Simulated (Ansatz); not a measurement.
# CH5BF2O2: the cost of one run

Program: Ansatz 0.2.0. Level of theory: RKS B3LYP-D4/6-31G*. These are calculated values, not measurements.

### 1 The structure to begin with

Bond lengths: B1–F2 1.670 Å, B1–O3 1.410 Å, O3–H4 1.010 Å, B1–F5 1.320 Å, B1–O6 1.710 Å, O6–C7 1.420 Å, C7–H8 1.110 Å, C7–H9 1.110 Å, C7–H10 1.110 Å, F2–H11 1.041 Å, O6–H11 1.132 Å, C7–H11 1.181 Å. Angles (14 of 24 angles, heavy atoms first): F2–B1–O3 120.0°, F2–B1–F5 120.0°, F2–B1–O6 71.6°, O3–B1–F5 120.0°, O3–B1–O6 96.8°, F5–B1–O6 101.3°, B1–O6–C7 125.0°, B1–F2–H11 80.7°, B1–O3–H4 109.5°, B1–O6–H11 76.7°, C7–O6–H11 53.7°, O6–C7–H8 109.5°, O6–C7–H9 109.5°, O6–C7–H10 109.5°.

Coordinates:

```xyz
11

B     0.0000    0.0000    0.0000
F     0.0000    0.0000    1.6700
O     1.2211    0.0000   -0.7050
H     1.5209   -0.9519   -0.8599
F    -1.1431    0.0000   -0.6600
O     0.0766    1.6210    0.5392
C     0.5817    2.0371    1.7994
H     0.8819    1.1469    2.3906
H     1.4635    2.6937    1.6467
H    -0.2049    2.5965    2.3475
H     0.0485    1.0264    1.5024
```

### 2 Pulling towards end A

Springs on the bonds that form and break draw the guess towards this end; the thresholds are loose.

Contents of input.yaml:

```yaml
crystal:
  periodic: [false, false, false]
  atoms:
    - { symbol: B, position_ang: [0.0, 0.0, 0.0] }
    - { symbol: F, position_ang: [0.0, 0.0, 1.67] }
    - { symbol: O, position_ang: [1.2211, 0.0, -0.705] }
    - { symbol: H, position_ang: [1.5209, -0.9519, -0.8599] }
    - { symbol: F, position_ang: [-1.1431, 0.0, -0.66] }
    - { symbol: O, position_ang: [0.0766, 1.621, 0.5392] }
    - { symbol: C, position_ang: [0.5817, 2.0371, 1.7994] }
    - { symbol: H, position_ang: [0.8819, 1.1469, 2.3906] }
    - { symbol: H, position_ang: [1.4635, 2.6937, 1.6467] }
    - { symbol: H, position_ang: [-0.2049, 2.5965, 2.3475] }
    - { symbol: H, position_ang: [0.0485, 1.0264, 1.5024] }
basis:
  gaussian: { orbitals: "6-31G*" }
hamiltonian:
  xc: b3lyp
  dispersion: d4
relax:
  f_tol: 0.15
  max_steps: 25
  restrain:
    - { distance: [0, 5], at: 2.61, k: 30.0 }
    - { distance: [10, 1], at: 2.12, k: 30.0 }
    - { distance: [0, 1], at: 1.32, k: 30.0 }
    - { distance: [10, 5], at: 1.01, k: 30.0 }
```

Started as:

```
$ ansatz run input.yaml --threads 2 --pin off --max-ram 3072MiB --backend cpu --events-out ev --progress --plain --runs-dir out
```

Q: Estimate wall time and peak memory on 2 threads of Arm Neoverse V1, shared host.

About 53 s, with a peak of 0.21 GiB.
